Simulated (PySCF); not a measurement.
# CH4F2Si (SMILES C[SiH](F)F): CAM-B3LYP/6-31G(d) (spherical functions)

Aim: the vertical ionisation energy of CH4F2Si at CAM-B3LYP/6-31G* (spherical functions), from 2 runs. 

The calculation is run with PySCF 2.14.0.

### Step 1. The molecule

The species is CH4F2Si (8 atoms), meant as a singlet with charge 0. As SMILES, `C[SiH](F)F`. Geometry: relaxed at PBE0-D4/def2-TZVP.

Bond lengths: C1–Si2 1.840 Å, Si2–F3 1.591 Å, Si2–F4 1.591 Å, C1–H5 1.092 Å, C1–H6 1.093 Å, C1–H7 1.093 Å, Si2–H8 1.477 Å. Some angles: C1–Si2–F3 109.8°, C1–Si2–F4 109.8°, F3–Si2–F4 106.8°, C1–Si2–H8 114.8°, F3–Si2–H8 107.6°, F4–Si2–H8 107.6°, Si2–C1–H5 110.7°, Si2–C1–H6 110.6°, Si2–C1–H7 110.6°, H5–C1–H6 108.3°.

### Step 2. The energy at CAM-B3LYP/6-31G(d) (spherical functions)

Contents of job.py:

```python
from pyscf import gto, dft

mol = gto.M(
    atom='''
C   -0.387100   0.881700  -0.174700
Si   0.329300  -0.775200   0.180600
F    1.916300  -0.678300   0.226700
F   -0.035400  -1.783900  -0.994000
H   -0.013400   1.269000  -1.125400
H   -0.122700   1.591000   0.613300
H   -1.476800   0.824400  -0.231400
H   -0.118100  -1.385700   1.449000
''',
    spin=0,
    max_memory=1860,
    basis='6-31g*',
    charge=0,
    verbose=3,
)

ks = dft.RKS(mol)
ks.xc = 'cam-b3lyp'
ks.grids.level = 1
ks.conv_tol = 1e-10
ks.kernel()
if not ks.converged:
    ks = ks.newton().run(ks.mo_coeff, ks.mo_occ)

e_tot = ks.e_tot
print('Final energy', e_tot)
```

The run is started by

```sh
$ OMP_NUM_THREADS=1 python job.py
```

Log:

```text
converged SCF energy = -529.735597211906
Final energy -529.7355972119065
```

It took 6.9 s on 1 thread of Arm Neoverse V2, shared host; peak memory 0.21 GiB.

### Step 3. The doublet cation

Contents of input.py:

```python
from pyscf import gto, dft

mol = gto.M(
    atom='''
C       -0.387100       0.881700      -0.174700
Si       0.329300      -0.775200       0.180600
F        1.916300      -0.678300       0.226700
F       -0.035400      -1.783900      -0.994000
H       -0.013400       1.269000      -1.125400
H       -0.122700       1.591000       0.613300
H       -1.476800       0.824400      -0.231400
H       -0.118100      -1.385700       1.449000
''',
    verbose=4,
    max_memory=1860,
    basis='6-31g*',
    charge=1,
    spin=1,
)

mf = dft.UKS(mol)
mf.xc = 'cam-b3lyp'
mf.grids.level = 1
mf.conv_tol = 1e-10
mf.kernel()
if not mf.converged:
    mf = mf.newton().run(mf.mo_coeff, mf.mo_occ)

e_tot = mf.e_tot
print('Final energy', e_tot)
```

The run is started by

```sh
$ OMP_NUM_THREADS=1 python input.py
```

Log:

```text
PySCF version 2.14.0

[... 57 lines left out ...]
WARN: HOMO -0.36430182006862 >= LUMO -0.364301820068619
[... 62 lines left out ...]
converged SCF energy = -529.301563394254  <S^2> = 0.75935263  2S+1 = 2.0093309
Final energy -529.3015633942535
```

Wall time 12 s (1 thread of Arm Neoverse V2, shared host); peak memory 0.22 GiB.

### Step 4. What came out

Level: CAM-B3LYP/6-31G* (spherical functions).

```
                                          quantity          value
                     singlet CH4F2Si: total energy  -529.73560 Eh
                    singlet CH4F2Si: dipole moment         2.07 D
                      singlet CH4F2Si: HOMO energy      -10.57 eV
                      singlet CH4F2Si: LUMO energy        2.71 eV
                    singlet CH4F2Si: HOMO–LUMO gap       13.28 eV
                      doublet cation: total energy  -529.30156 Eh
doublet cation: HOMO energy (highest over α and β)      -18.88 eV
 doublet cation: LUMO energy (lowest over α and β)      -13.04 eV
                              doublet cation: ⟨S²⟩          0.759
vertical ionisation energy (to the doublet cation)      11.811 eV
```

What this shows: The vertical ionisation energy comes to 11.81 eV (272 kcal/mol). −ε(HOMO) before ionisation, 10.57 eV, is 1.24 eV below this ionisation energy.
